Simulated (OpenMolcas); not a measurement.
# Ir⁴⁺ among point charges: CASSCF and CASPT2 levels and susceptibility, part 2 of 2

Aim: the splitting of the states of Ir⁴⁺ in the field of 4 point charges, its lowest levels with spin-orbit coupling and its magnetic susceptibility.

OpenMolcas 26.06; ANO-RCC-VDZP, DKH2, active space 5 electrons in 5 orbitals (5d), orbitals: per spin and parity. Surroundings: 4 point charges of -1.5 e arranged as a square (D4h), 2.14 Å from the ion. Earlier steps stand in the parts before.

### 7 CASPT2: IPEA 0.25, imaginary shift 0.1 (closed shells correlated: 5s 5p)

a.inp reads:

```
>>> COPY JOB001 $Project.JobIph
&CASPT2
Multistate=1 1
Frozen=14 16
IPEA=0.25
Imaginary=0.1
MaxIter=60
WThr=0.0 0.3 0.05
PrWF=0.5
NoMix
>>> COPY JOB002 $Project.JobIph
&CASPT2
Multistate=24 1 2 3 4 5 6 7 8 9 10 11 12 13 14 15 16 17 18 19 20 21 22
23 24
NoMult
Frozen=14 16
IPEA=0.25
Imaginary=0.1
MaxIter=60
WThr=0.0 0.3 0.05
PrWF=0.5
NoMix
>>> COPY JOB003 $Project.JobIph
&CASPT2
Multistate=75 1 2 3 4 5 6 7 8 9 10 11 12 13 14 15 16 17 18 19 20 21 22
23 24 25 26 27 28 29 30 31 32 33 34 35 36 37 38 39 40 41 42 43 44 45 46
47 48 49 50 51 52 53 54 55 56 57 58 59 60 61 62 63 64 65 66 67 68 69 70
71 72 73 74 75
NoMult
Frozen=14 16
IPEA=0.25
Imaginary=0.1
MaxIter=60
WThr=0.0 0.3 0.05
PrWF=0.5
NoMix
```

The run is started by

```bash
OMP_NUM_THREADS=1 MOLCAS_MEM=1689 MOLCAS_PROJECT=a pymolcas a.inp > a.log
```

Log:

```text
Orbital specifications:
      -----------------------

      Symmetry species                           1   2
                                                ag  au
      Frozen orbitals                           14  16
      Inactive orbitals                          1   3
      Active orbitals                            5   0
      Secondary orbitals                         7  13
      Deleted orbitals                           0   0
      Number of basis functions                 27  32
Type of calculation                        SS-CASPT2
      Fock operator                              state-specific
      IPEA shift                                 0.25
      Real shift                                 0.00
      Imaginary shift                            0.10
      The input orbitals will be transformed to quasi-canonical
Reference energy:      -17813.2587409190
      E2 (Non-variational):      -0.1729298935
      Shift correction:          -0.0000799562
      E2 (Variational):          -0.1730098497
      Total energy:          -17813.4317507687
      Residual norm:              0.0000002079
      Reference weight:           0.96539
      Contributions to the CASPT2 correlation energy
      Active & Virtual Only:         -0.0381425101
      One Inactive Excited:          -0.0890973151
      Two Inactive Excited:          -0.0456900684
::    CASPT2 Root  1     Total energy: -17813.43175077
Orbital specifications:
      -----------------------

      Symmetry species                           1   2
                                                ag  au
      Frozen orbitals                           14  16
      Inactive orbitals                          1   3
      Active orbitals                            5   0
      Secondary orbitals                         7  13
      Deleted orbitals                           0   0
      Number of basis functions                 27  32
Type of calculation                        SS-CASPT2
      Fock operator                              state-specific
      IPEA shift                                 0.25
      Real shift                                 0.00
      Imaginary shift                            0.10
      The input orbitals will be transformed to quasi-canonical
Reference energy:      -17813.1648827291
      E2 (Non-variational):      -0.1840189856
      Shift correction:          -0.0000973817
      E2 (Variational):          -0.1841163673
      Total energy:          -17813.3489990964
      Residual norm:              0.0000000450
      Reference weight:           0.96221
      Contributions to the CASPT2 correlation energy
      Active & Virtual Only:         -0.0454489156
      One Inactive Excited:          -0.0904356922
      Two Inactive Excited:          -0.0481343778
Reference energy:      -17813.1638257563
      E2 (Non-variational):      -0.1825027814
      Shift correction:          -0.0000982934
      E2 (Variational):          -0.1826010747
      Total energy:          -17813.3464268310
      Residual norm:              0.0000000594
      Reference weight:           0.96265
      Contributions to the CASPT2 correlation energy
      Active & Virtual Only:         -0.0444515632
      One Inactive Excited:          -0.0897853070
      Two Inactive Excited:          -0.0482659112
::    CASPT2 Root  1     Total energy: -17813.34899910
::    CASPT2 Root  2     Total energy: -17813.34642683
::    CASPT2 Root  3     Total energy: -17813.34642684
::    CASPT2 Root  4     Total energy: -17813.33109470
::    CASPT2 Root  5     Total energy: -17813.32836635
::    CASPT2 Root  6     Total energy: -17813.32711917
::    CASPT2 Root  7     Total energy: -17813.32711919
::    CASPT2 Root  8     Total energy: -17813.31531608
::    CASPT2 Root  9     Total energy: -17813.31728256
::    CASPT2 Root 10     Total energy: -17813.31728255
::    CASPT2 Root 11     Total energy: -17813.31332600
::    CASPT2 Root 12     Total energy: -17813.30171046
::    CASPT2 Root 13     Total energy: -17813.29951738
::    CASPT2 Root 14     Total energy: -17813.29629562
::    CASPT2 Root 15     Total energy: -17813.28317516
::    CASPT2 Root 16     Total energy: -17813.27348725
::    CASPT2 Root 17     Total energy: -17813.27348724
::    CASPT2 Root 18     Total energy: -17813.23758881
::    CASPT2 Root 19     Total energy: -17813.22181651
::    CASPT2 Root 20     Total energy: -17813.22181650
::    CASPT2 Root 21     Total energy: -17813.20422045
::    CASPT2 Root 22     Total energy: -17813.19959779
::    CASPT2 Root 23     Total energy: -17813.19959780
::    CASPT2 Root 24     Total energy: -17813.17938092
Orbital specifications:
      -----------------------

      Symmetry species                           1   2
                                                ag  au
      Frozen orbitals                           14  16
      Inactive orbitals                          1   3
      Active orbitals                            5   0
      Secondary orbitals                         7  13
      Deleted orbitals                           0   0
      Number of basis functions                 27  32
Type of calculation                        SS-CASPT2
      Fock operator                              state-specific
      IPEA shift                                 0.25
      Real shift                                 0.00
      Imaginary shift                            0.10
      The input orbitals will be transformed to quasi-canonical
Reference energy:      -17813.1021546072
      E2 (Non-variational):      -0.1825610951
      Shift correction:          -0.0000901590
      E2 (Variational):          -0.1826512542
      Total energy:          -17813.2848058613
      Residual norm:              0.0000005915
      Reference weight:           0.96302
      Contributions to the CASPT2 correlation energy
      Active & Virtual Only:         -0.0425321964
      One Inactive Excited:          -0.0950711007
      Two Inactive Excited:          -0.0449577980
Reference energy:      -17813.1019426995
      E2 (Non-variational):      -0.1839036800
      Shift correction:          -0.0000987978
      E2 (Variational):          -0.1840024778
      Total energy:          -17813.2859451773
      Residual norm:              0.0000007392
      Reference weight:           0.96223
      Contributions to the CASPT2 correlation energy
      Active & Virtual Only:         -0.0432280393
      One Inactive Excited:          -0.0956647990
      Two Inactive Excited:          -0.0450108418
::    CASPT2 Root  1     Total energy: -17813.28480586
::    CASPT2 Root  2     Total energy: -17813.28594518
::    CASPT2 Root  3     Total energy: -17813.28594518
::    CASPT2 Root  4     Total energy: -17813.28681439
::    CASPT2 Root  5     Total energy: -17813.28468287
::    CASPT2 Root  6     Total energy: -17813.28063623
::    CASPT2 Root  7     Total energy: -17813.28063623
::    CASPT2 Root  8     Total energy: -17813.27973891
::    CASPT2 Root  9     Total energy: -17813.27830405
::    CASPT2 Root 10     Total energy: -17813.27717349
::    CASPT2 Root 11     Total energy: -17813.27717349
::    CASPT2 Root 12     Total energy: -17813.27465038
::    CASPT2 Root 13     Total energy: -17813.26686201
::    CASPT2 Root 14     Total energy: -17813.27066152
::    CASPT2 Root 15     Total energy: -17813.27066152
::    CASPT2 Root 16     Total energy: -17813.26618023
::    CASPT2 Root 17     Total energy: -17813.26781446
::    CASPT2 Root 18     Total energy: -17813.26781446
::    CASPT2 Root 19     Total energy: -17813.26877817
::    CASPT2 Root 20     Total energy: -17813.26325427
::    CASPT2 Root 21     Total energy: -17813.26665846
::    CASPT2 Root 22     Total energy: -17813.25549764
::    CASPT2 Root 23     Total energy: -17813.25524912
::    CASPT2 Root 24     Total energy: -17813.25524912
::    CASPT2 Root 25     Total energy: -17813.25568162
::    CASPT2 Root 26     Total energy: -17813.25695781
::    CASPT2 Root 27     Total energy: -17813.24814773
::    CASPT2 Root 28     Total energy: -17813.25007295
::    CASPT2 Root 29     Total energy: -17813.25007295
::    CASPT2 Root 30     Total energy: -17813.24345031
```

This run: 8.6 s of run time, 1 thread of Arm Neoverse V1, shared host.

SS-CASPT2: lowest energy less the reference's lowest, -0.1730 hartree; reference weights 0.953 to 0.965.

States without spin-orbit coupling:

```
state  degeneracy  E (cm-1)  free-ion L (%)
  6A1           1         0         S (100)
  4B1           1     18162          G (56)
   4E           2     18726          G (57)
  4B2           1     22091          G (73)
  4A2           1     22690          G (74)
   4E           2     22964          G (36)
   4E           2     25123          G (84)
  4A1           1     25554         G (100)
  4A1           1     25991          G (96)
  4B1           1     28541          D (60)
  4B2           1     29022          D (71)
  4A1           1     29729          D (96)
  2A1           1     31810          I (63)
   2E           2     32001          I (62)
  2B2           1     32251          I (63)
  2A2           1     32278          I (57)
  4A2           1     32609          P (75)
   2E           2     33166          I (58)
  2A1           1     33363          I (56)
  2B1           1     33678          I (62)
   2E           2     33926          I (42)
  2B2           1     34480          I (49)
   4E           2     34735          P (55)
   2E           2     35355          I (51)
```

With spin-orbit coupling:

```json
{"E (cm-1)": "0", "Degeneracy": "2", "Label": "E1/2", "2S+1": "6", "g": "1.90 5.69 5.69"}
{"E (cm-1)": "360", "Degeneracy": "2", "Label": "E3/2", "2S+1": "6", "g": "0.94 0.94 5.55"}
{"E (cm-1)": "890", "Degeneracy": "2", "Label": "E3/2", "2S+1": "6", "g": "0.95 0.95 9.50"}
{"E (cm-1)": "12860", "Degeneracy": "2", "Label": "E1/2", "2S+1": "4", "g": "0.28 3.41 3.41"}
{"E (cm-1)": "14910", "Degeneracy": "2", "Label": "E3/2", "2S+1": "4", "g": "1.05 2.47 2.47"}
{"E (cm-1)": "16240", "Degeneracy": "2", "Label": "E1/2", "2S+1": "4", "g": "2.16 3.48 3.48"}
{"E (cm-1)": "18120", "Degeneracy": "2", "Label": "E3/2", "2S+1": "4", "g": "0.89 3.00 3.00"}
{"E (cm-1)": "19760", "Degeneracy": "2", "Label": "E3/2", "2S+1": "4", "g": "0.84 3.89 3.89"}
{"E (cm-1)": "20240", "Degeneracy": "2", "Label": "E1/2", "2S+1": "4", "g": "0.72 0.72 5.96"}
{"E (cm-1)": "21220", "Degeneracy": "2", "Label": "E3/2", "2S+1": "4", "g": "0.49 0.49 1.18"}
{"E (cm-1)": "22460", "Degeneracy": "2", "Label": "E1/2", "2S+1": "4", "g": "0.24 0.87 0.87"}
{"E (cm-1)": "23100", "Degeneracy": "2", "Label": "E3/2", "2S+1": "4", "g": "1.88 2.59 2.59"}
{"E (cm-1)": "23190", "Degeneracy": "2", "Label": "E1/2", "2S+1": "4", "g": "1.02 1.02 9.53"}
{"E (cm-1)": "23520", "Degeneracy": "2", "Label": "E3/2", "2S+1": "4", "g": "0.42 0.42 1.52"}
{"E (cm-1)": "24270", "Degeneracy": "2", "Label": "E1/2", "2S+1": "4", "g": "0.56 0.63 0.63"}
{"E (cm-1)": "24580", "Degeneracy": "2", "Label": "E3/2", "2S+1": "4", "g": "1.20 1.20 3.57"}
{"E (cm-1)": "24750", "Degeneracy": "2", "Label": "E1/2", "2S+1": "4", "g": "0.03 0.03 4.96"}
{"E (cm-1)": "25110", "Degeneracy": "2", "Label": "E1/2", "2S+1": "4", "g": "0.05 0.05 0.32"}
{"E (cm-1)": "25780", "Degeneracy": "2", "Label": "E1/2", "2S+1": "4", "g": "2.01 3.10 3.10"}
{"E (cm-1)": "26600", "Degeneracy": "2", "Label": "E3/2", "2S+1": "4", "g": "0.14 0.14 9.32"}
{"E (cm-1)": "26760", "Degeneracy": "2", "Label": "E1/2", "2S+1": "4", "g": "1.58 1.58 4.63"}
{"E (cm-1)": "27170", "Degeneracy": "2", "Label": "E3/2", "2S+1": "4", "g": "2.46 2.46 3.52"}
{"E (cm-1)": "28040", "Degeneracy": "2", "Label": "E3/2", "2S+1": "4", "g": "3.28 3.28 6.06"}
{"E (cm-1)": "28350", "Degeneracy": "2", "Label": "E1/2", "2S+1": "4", "g": "2.09 2.09 2.43"}
```

Powder χT (cm³ K/mol): 2.15 at 2 K, 2.17 at 5 K, 2.21 at 10 K, 2.28 at 20 K, 2.49 at 50 K, 2.82 at 100 K, 3.10 at 150 K, 3.30 at 200 K, 3.45 at 250 K, 3.55 at 300 K.

### 8 The methods side by side

A. CASSCF
B. SS-CASPT2, IPEA 0.25, imaginary shift 0.1 (closed shells correlated: 5s 5p)

```
method  ground state  first gap with spin-orbit (cm-1)  χT at 300 K
     A           6A1                             302.9         3.71
     B           6A1                             357.1         3.55
```

### 9 What came out

What follows sums up all 2 parts.

| quantity | value |
| --- | --- |
| method | SS-CASPT2, IPEA 0.25, imaginary shift 0.1 (closed shells correlated: 5s 5p) |
| spin-free ground state | 6A1, 1-fold in its orbital part |
| lowest level | 2-fold E1/2, g = 1.90, 5.69, 5.69 |
| next level | 357.1 cm⁻¹ |
| χT at 300 K | 3.55 cm³ K/mol |
| effective moment at 300 K | 5.33 μB |

Cost by method:

```
                                              method  time of its own steps  time with the reference
                                           A. CASSCF                   25 s                     25 s
B. SS-CASPT2, IPEA 0.25, imaginary shift 0.1, +5s 5p                  8.6 s                     34 s
```

Times are of one thread on a shared host.

In words: The spin-free ground state (6A1) comes to 100 % from free-ion S terms and keeps the highest spin of the shell. χT at 300 K is 3.55, against 4.39 cm³ K/mol for the spin alone, so spin-orbit coupling lowers it. An active space of the d shell alone favours high spin; real ions in strong fields can be low spin. The field of point charges can differ much from that of real complexes. With metal d orbitals alone active, the gaps between spin states are rough; where two lie within a few thousand cm-1, their order is open. Point charges carry no covalency, so the field is a model and not that of real ligands.
